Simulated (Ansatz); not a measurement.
What does this script print? It uses Ansatz's Python interface.

The script, `yaml_run_eu.py`:
```python
import json

import ansatz as az
import numpy as np

INPUT = """
crystal:
  lattice:
    - [0.0, 2.789303, 2.789303]
    - [2.789303, 0.0, 2.789303]
    - [2.789303, 2.789303, 0.0]
  atoms:
    - { symbol: Eu, position: [0.0, 0.0, 0.0], spin: 7.0 }
magnetization:
  spin_polarized: true
kpoints:
  mp_grid: { kspacing: 0.3 }
hamiltonian:
  xc: pbesol
scf:
  occupations: { method: fermi_dirac, width: 0.1 }
output:
  forces: true
  stress: true
"""

planned = az.Session.from_yaml(INPUT).plan(threads=1, pin="off")
result = planned.execute()
summary = result.report

print(f"free energy      {summary['free_energy_ev']:.5f} eV")
print(f"per atom         {summary['free_energy_ev'] / len(result.lattice.sites):.5f} eV")
print(f"SCF iterations   {summary['n_iterations']}  (converged: {summary['converged']})")

forces = np.array(summary["forces_ev_ang"])
norms = np.linalg.norm(forces, axis=1)
print("largest force {:.4f} eV/A on atom {}".format(norms.max(), norms.argmax()))
print(np.array2string(forces, precision=4, suppress_small=True))

print(f"net moment {summary['magnetization_mub']:.3f} muB, absolute {summary['absolute_magnetization_mub']:.3f} muB")
for index, (site, m) in enumerate(zip(result.lattice.sites, summary["site_moments_mub"])):
    print(f"  {index:2d} {site.symbol:2s} {m:7.3f}")

print("doubts on the final state:", summary["published_state_doubts"] or "none")
print("warnings:", sorted({n["data"]["kind"] for n in result.notices if n["data"].get("severity") in ("warning", "doubt")}) or "none")

keep = ["free_energy_ev", "energy_sigma0_ev", "fermi_energy_ev", "n_iterations", "converged", "magnetization_mub", "n_kpoints"]
with open("eu.json", "w") as handle:
    json.dump({key: summary[key] for key in keep}, handle, indent=1)
```

```console
$ python yaml_run_eu.py
DeckWarning: basis.ecutwfc = 420 eV, auto-derived from the records' recommended cutoffs: set by Eu (normal level)
free energy      -8664.42457 eV
per atom         -8664.42457 eV
SCF iterations   12  (converged: True)
largest force 0.0000 eV/A on atom 0
[[ 0. -0. -0.]]
net moment 7.513 muB, absolute 7.513 muB
   0 Eu   7.184
doubts on the final state: none
warnings: none
```
(Warnings from the package without file and line.)

It writes `eu.json`:
```json
{
 "free_energy_ev": -8664.424567960143,
 "energy_sigma0_ev": -8664.38570023447,
 "fermi_energy_ev": 8.630958357371577,
 "n_iterations": 12,
 "converged": true,
 "magnetization_mub": 7.513075427371903,
 "n_kpoints": 20
}
```

Total energies depend on the potentials; only differences at equal settings carry meaning. Open f shells: without a Hubbard U, without spin-orbit coupling; the state reached hangs on the start and needn't be the lowest. For a metal this k-point mesh is coarse: on a finer one energies can move by several to tens of meV an atom and pressures by half a GPa or more, differences at one mesh by less. This isn't the structure that Eu takes at ambient conditions. Run time: 3.7 s on 1 thread of Arm Neoverse V1 (shared host), peak memory 0.39 GiB.

(Lines on the test bed's own set-up are left out of the output.)
